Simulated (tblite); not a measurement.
# C6H11NSi: the cost of one run

The runs use tblite 0.8.0 and PySCF 2.14.0, with density-fitted response routines of our own; the level of theory stands in each step. All values are computed, except where a source is named. Atoms are numbered from 0 throughout.

### 1 The starting structure

19 atoms, charge 0, multiplicity 1; geometry from: force field or distance geometry start.

Bonds of the start (Å): C0–C1 1.31, C1–C2 1.51, C2–N3 1.47, N3–Si4 1.80, Si4–C5 1.89, N3–C6 1.42, C6–C7 1.32, C6–C1 1.46, C0–H8 1.10, C0–H9 1.09, C2–H10 1.10, C2–H11 1.10, Si4–H12 1.45, Si4–H13 1.47, C5–H14 1.11, C5–H15 1.10, C5–H16 1.12, C7–H17 1.09, C7–H18 1.08.

### 2 Optimising the geometry with GFN2-xTB

Job settings and geometry (Å):

```
{"job": {"kind": "relax", "xc": "GFN2-xTB", "basis": "xTB"}, "charge": 0, "multiplicity": 1}
C     -2.428900    -1.280800    -1.167800
C     -1.511000    -0.840900    -0.341300
C     -0.391900    -1.395600     0.501800
N      0.118300    -0.012400     0.541000
Si     1.695500     0.745700     0.944400
C      2.825200     0.309600    -0.510900
C     -1.154600     0.483300     0.156000
C     -1.828500     1.618400     0.183800
H     -2.441200    -2.366000    -1.337800
H     -3.155200    -0.626700    -1.653000
H      0.286500    -2.080700    -0.037900
H     -0.695300    -1.768800     1.488000
H      2.282400     0.132600     2.121600
H      1.556200     2.203100     1.058200
H      3.217400    -0.717800    -0.399400
H      3.648000     1.039600    -0.559300
H      2.151200     0.373300    -1.404200
H     -2.841800     1.714700    -0.203700
H     -1.342000     2.478700     0.613300
```

Launch:

```sh
$ OMP_NUM_THREADS=1 python probes_run.py task.json out
```

One launch serves the whole session: the jobs run in the order shown.

Q: Estimate the wall time and peak memory of this first job on 1 thread of Arm Neoverse N1, shared host.

About 2.5 s, with a peak of 0.18 GiB.
